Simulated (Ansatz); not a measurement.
This script makes an all-electron equation of state of Ti, space group P6/mmm with Ansatz's Python interface.

`ti.py`
```python
"""E(V) of Ti on LAPW."""

import ansatz as az
from ase.eos import EquationOfState
from ase.units import GPa
import numpy as np

VECTORS = np.array([
    [4.6, 0.0, 0.0],
    [-2.3, 3.983717, 0.0],
    [0.0, 0.0, 2.82],
])
SITES = [
    ("Ti", [0.0, 0.0, 0.0]),
    ("Ti", [1 / 3, 2 / 3, 0.5]),
    ("Ti", [2 / 3, 1 / 3, 0.5]),
]


def make_crystal(cell):
    crystal = az.Crystal(lattice=az.Lattice.of(cell))
    for symbol, position in SITES:
        crystal = crystal.atom(symbol, position)
    return crystal

volumes, energies = [], []
for scale in np.linspace(0.94, 1.06, 5):
    cell = VECTORS * scale ** (1 / 3)
    base = make_crystal(cell).calculation()
    base = base.functional("pbesol")
    base = base.occupations("cold").scf(tolerance=1e-09)
    base = base.kpoints(7, 7, 10)
    base = base.pseudopotentials("all_electron", lapw=True)
    rep = base.run().report
    volumes.append(abs(np.linalg.det(cell)) / len(SITES))
    energies.append(rep["free_energy_ev"] / len(SITES))
    print(f"{scale:.3f} {volumes[-1]:9.4f} A^3/atom {energies[-1]:16.5f} eV/atom  (estimated basis error {1000 * rep['lapw_basis_errors']['total_ev_per_atom']:.2f} meV/atom)")
v0, e0, bulk = EquationOfState(volumes, energies, eos="birchmurnaghan").fit()
print(f"V0 = {v0:.4f} A^3/atom, B0 = {bulk / GPa:.1f} GPa")
```

Estimate the equilibrium volume and the bulk modulus.

A third-order Birch-Murnaghan fit through the 5 points has its minimum at 16.47 Å³ an atom, 4.4 % below the typed cell, with a bulk modulus of 120 GPa and dB/dP = 3.6. From that minimum the energy rises by 1.8 meV an atom on the compressed side and 62.4 meV on the expanded side. The window is off centre, so dB/dP is rough.

What the script printed:

```console
$ python ti.py
0.940   16.1921 A^3/atom     -23207.58520 eV/atom  (estimated basis error 0.05 meV/atom)
0.970   16.7088 A^3/atom     -23207.58569 eV/atom  (estimated basis error 0.05 meV/atom)
1.000   17.2256 A^3/atom     -23207.57478 eV/atom  (estimated basis error 0.05 meV/atom)
1.030   17.7424 A^3/atom     -23207.55398 eV/atom  (estimated basis error 0.05 meV/atom)
1.060   18.2591 A^3/atom     -23207.52461 eV/atom  (estimated basis error 0.05 meV/atom)
V0 = 16.4683 A^3/atom, B0 = 120.3 GPa
```

What to keep in mind:
- All-electron totals depend on functional, relativistic treatment and basis; only differences at equal settings carry meaning.
- The run is spin-unpolarised.
- Shape and fractional positions are held along the curve, so the bulk modulus is an upper value where they are free to relax.
- The mesh is modest for a metal, so energies can be off by several to tens of meV an atom and pressures by half a GPa or more; differences at equal mesh fare better.
- This isn't the structure that Ti takes at ambient conditions.
- Finished in 4 min on 1 thread of Arm Neoverse N1 (shared host), peak memory 0.49 GiB.
